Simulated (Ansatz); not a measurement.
# C₂H₃BO: how energies converge with the basis set

Aim: see how fast density functionals converge with the basis set for C₂H₃BO.

Computed with Ansatz 0.2.0, Gaussian basis. Level: one geometry, several basis sets.

Levels to be run: PBE0-D4/def2-SVP; ωB97M-V/def2-SVP; PBE0-D4/def2-QZVPP; ωB97M-V/def2-QZVPP; the functionals' def2-TZVPP values are taken from earlier runs.

### Step 1. Structure used throughout

The geometry comes from an earlier relaxation with PBE0-D4 in a triple-zeta def2 set; it is a stationary point, not always the lowest conformer.

7 atoms, charge 0, spin multiplicity 1.

Atoms are counted from 1 here; the program's logs count them from 0.

Bond lengths: B1–C2 1.390 Å, B1–H5 1.174 Å, C2–C3 1.461 Å, C2–H6 1.088 Å, C3–O4 1.210 Å, C3–H7 1.109 Å. Angles: C2–B1–H5 179.0°, B1–C2–C3 122.9°, B1–C2–H6 119.9°, C3–C2–H6 117.3°, C2–C3–O4 125.3°, C2–C3–H7 114.5°, O4–C3–H7 120.1°.

### Step 2. PBE0-D4 in def2-SVP

in.yaml reads:

```yaml
crystal:
  periodic: [false, false, false]
  atoms:
    - {symbol: B, position_ang: [-1.196158, 0.487025, -0.606199]}
    - {symbol: C, position_ang: [0.030988, 0.515966, 0.045191]}
    - {symbol: C, position_ang: [0.792660, -0.691694, 0.356050]}
    - {symbol: O, position_ang: [0.452535, -1.821748, 0.088657]}
    - {symbol: H, position_ang: [-2.234030, 0.482593, -1.155354]}
    - {symbol: H, position_ang: [0.462209, 1.468457, 0.346365]}
    - {symbol: H, position_ang: [1.753096, -0.508498, 0.879589]}
basis:
  gaussian: {orbitals: def2-SVP}
hamiltonian: {xc: pbe0, dispersion: d4}
output: {orbitals: {seedname: orbitals}}
```

On the command line:

```bash
> ansatz run in.yaml --threads 2 --pin off --events-out ev --progress --plain --max-ram 4352MiB
```

Further steps of the session: ωB97M-V in def2-SVP; PBE0-D4 in def2-QZVPP; ωB97M-V in def2-QZVPP.

**Question.** What will the summary of the whole plan be? Wanted: PBE0-D4: double and triple zeta above quadruple; ωB97M-V: double and triple zeta above quadruple.

**Answer**, as computed:

```
                                       quantity          value
PBE0-D4: double and triple zeta above quadruple  5.78, 0.27 eV
ωB97M-V: double and triple zeta above quadruple  5.97, 0.25 eV
```

What this shows: For PBE0-D4 the step from double to triple zeta gains 5.51 eV and the next only 0.27 eV. Total energies overstate the basis error of differences, where much of it tends to cancel.
